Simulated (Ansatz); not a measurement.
# H2O (water): HF/3-21G

What is the electronic atomisation energy of H2O (water) at HF/3-21G? 

The results are computed with Ansatz 0.2.0.

24 further runs of the same task are left out: 24 set aside as unsound or not needed.

## Step 1: The molecule

The species is H2O (3 atoms), meant as a singlet with charge 0. As SMILES, `O`. Geometry: relaxed at PBE0-D4/def2-TZVP.

Bond lengths: O1–H2 0.960 Å, O1–H3 0.960 Å. Angles: H2–O1–H3 105.1°.

## Step 2: The energy at HF/3-21G

File input.yaml:

```yaml
crystal:
  periodic: [false, false, false]
  atoms:
    - {symbol: O, position_ang: [-0.302700, 0.200200, -0.140600]}
    - {symbol: H, position_ang: [0.466500, 0.548400, 0.315300]}
    - {symbol: H, position_ang: [-0.163800, -0.748600, -0.174700]}
basis:
  gaussian:
    orbitals: 3-21G.json
hamiltonian:
  xc: hf
accuracy: high
output: {orbitals: {seedname: orbitals}}
```

The basis set 3-21G is read from a file made from the Basis Set Exchange's data (not shown).

Started as:

```console
$ ansatz run input.yaml --threads 1 --pin off --max-ram 3480MiB --events-out events.jsonl --progress --plain --runs-dir runs
```

Standard output:

```text
Warning: RAYON_NUM_THREADS=1 ignored (pool sized by the plan → 1); use --threads N
Functional definition: HF
  name "HF"
  exchange = exact_x
  correlation = 0
190 factors; integrals over basis functions are off by at most 5.7e-9 eV
mean field evaluation 1: about -2055.3914 eV, gradient 2.7e1 eV
mean field evaluation 2: about -2055.3893 eV, gradient 2.7e1 eV
mean field evaluation 4: about -2056.7837 eV, gradient 1.2e0 eV
mean field evaluation 8: about -2056.7888 eV, gradient 6.7e-4 eV
mean field -2056.78883653 eV, -75.5855956010 hartree, gradient 3.0e-8 eV, S^2 0.000000; 0 other end points of the search recorded, 0 dependent functions left out
reference -2056.78883653 eV, -75.5855956010 hartree; 5, 5 occupied and 8, 8 virtual orbitals, 190 factors
Total energy: -2056.78883653 eV, -75.5855956010 hartree
```

Run time: 0.04 s. Hardware: 1 thread of Arm Neoverse V2, shared host.

## Step 3: The H atom at the same level

File input.yaml:

```yaml
crystal:
  periodic: [false, false, false]
  atoms:
    - {symbol: H, position_ang: [0.000000, 0.000000, 0.000000]}
basis:
  gaussian:
    orbitals: 3-21G.json
magnetization:
  spin_polarized: true
  initial_magnetization: 1
hamiltonian:
  xc: hf
accuracy: high
```

The basis set 3-21G is read from a file made from the Basis Set Exchange's data (not shown).

Run the same way, it converges to -0.49620 Eh (log not shown).

## Step 4: The O atom, same level

File run.yaml:

```yaml
crystal:
  periodic: [false, false, false]
  atoms:
    - symbol: O
      position_ang: [0.000000, 0.000000, 0.000000]
basis:
  gaussian:
    orbitals: 3-21G.json
magnetization:
  spin_polarized: true
  initial_magnetization: 2
hamiltonian:
  xc: hf
accuracy: high
```

The basis set 3-21G is read from a file made from the Basis Set Exchange's data (not shown).

Started as:

```console
$ ansatz run run.yaml --threads 1 --pin off --max-ram 3480MiB --events-out events.jsonl --progress --plain --runs-dir runs
```

Standard output:

```text
Warning: RAYON_NUM_THREADS=1 ignored (pool sized by the plan → 1); use --threads N
Functional definition: HF
  name "HF"
  exchange = exact_x
  correlation = 0
42 factors; integrals over basis functions are off by at most 1.4e-9 eV
mean field evaluation 1: about -2024.2447 eV, gradient 5.2e0 eV
mean field evaluation 2: about -2024.2456 eV, gradient 5.2e0 eV
mean field evaluation 4: about -2024.3533 eV, gradient 4.5e-1 eV
mean field evaluation 8: about -2024.3545 eV, gradient 8.4e-7 eV
mean field evaluation 16: about -2024.3543 eV, gradient 2.2e-1 eV
mean field -2024.35454065 eV, -74.3936572123 hartree, gradient 1.5e-8 eV, S^2 2.001100; 0 other end points of the search recorded, 0 dependent functions left out
reference -2024.35454065 eV, -74.3936572123 hartree; 5, 3 occupied and 4, 6 virtual orbitals, 42 factors
Total energy: -2024.35454065 eV, -74.3936572123 hartree
```

Wall time 0.04 s (1 thread of Arm Neoverse V2, shared host).

## Step 5: Results

At HF/3-21G:

| quantity | value |
| --- | --- |
| molecule: total energy | -75.58560 Eh |
| molecule: HOMO energy | -13.04 eV |
| molecule: LUMO energy | 7.16 eV |
| molecule: HOMO–LUMO gap | 20.20 eV |
| H atom: total energy | -0.49620 Eh |
| H atom: ⟨S²⟩ | 0.750 |
| O atom: total energy | -74.39366 Eh |
| O atom: ⟨S²⟩ | 2.001 |
| electronic atomisation energy | 5.430 eV |

What this shows: Taking the molecule apart into free atoms costs 5.43 eV (524 kJ/mol), before zero-point energy and without spin-orbit coupling. Hartree–Fock lacks the correlation of the bonding pairs, which as a rule makes this value much too low; in minimal bases other errors can mask that. The basis has no polarisation functions, which makes bonds too weak.
